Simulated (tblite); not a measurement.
# C6H8FGaO: the cost of one run

The runs use tblite 0.8.0 and PySCF 2.14.0, with density-fitted response routines of our own; the level of theory stands in each step. All values are computed, except where a source is named. Atoms count from 0, in the outputs and in this text.

**1. The starting structure**

17 atoms, charge 0, multiplicity 1; geometry from: force field or distance geometry start.

Bonds of the start (Å): F0–Ga1 1.84, Ga1–C2 2.17, C2–C3 1.32, C3–C4 1.48, C4–C5 1.50, C5–C6 1.51, C3–C7 1.49, C7–O8 1.38, O8–Ga1 2.08, C6–C4 1.52, C2–H9 1.09, C4–H10 1.11, C5–H11 1.10, C5–H12 1.12, C6–H13 1.12, C6–H14 1.10, C7–H15 1.12, C7–H16 1.13.

**2. Relaxing the molecule with GFN2-xTB**

The job: settings as JSON, then the geometry in Å.

```
{"job": {"kind": "relax", "xc": "GFN2-xTB", "basis": "xTB"}, "charge": 0, "multiplicity": 1}
F      4.384200    -0.160300    -1.710100
Ga     2.957400    -0.592900    -0.636800
C      0.845200    -0.920000    -1.037500
C      0.302300    -0.411500     0.057200
C     -1.155200    -0.380900     0.328400
C     -2.130200     0.141900    -0.683900
C     -1.810700     0.979100     0.537200
C      1.327400     0.083100     1.019500
O      2.128000     1.013500     0.384100
H      0.354200    -1.360700    -1.907100
H     -1.575700    -1.181600     0.965000
H     -1.734000     0.433000    -1.669600
H     -3.188600    -0.217500    -0.661500
H     -1.065300     1.799300     0.368900
H     -2.529500     1.050300     1.370600
H      0.858900     0.490700     1.954000
H      2.024600    -0.753500     1.311600
```

Launch:

```bash
OMP_NUM_THREADS=1 python probes_run.py task.json out
```

The driver reads the jobs from task.json and runs them one after another.

Q: Estimate the wall time of this first job on 1 thread of Intel Xeon at 2.50GHz, shared host.

About 3.9 s.
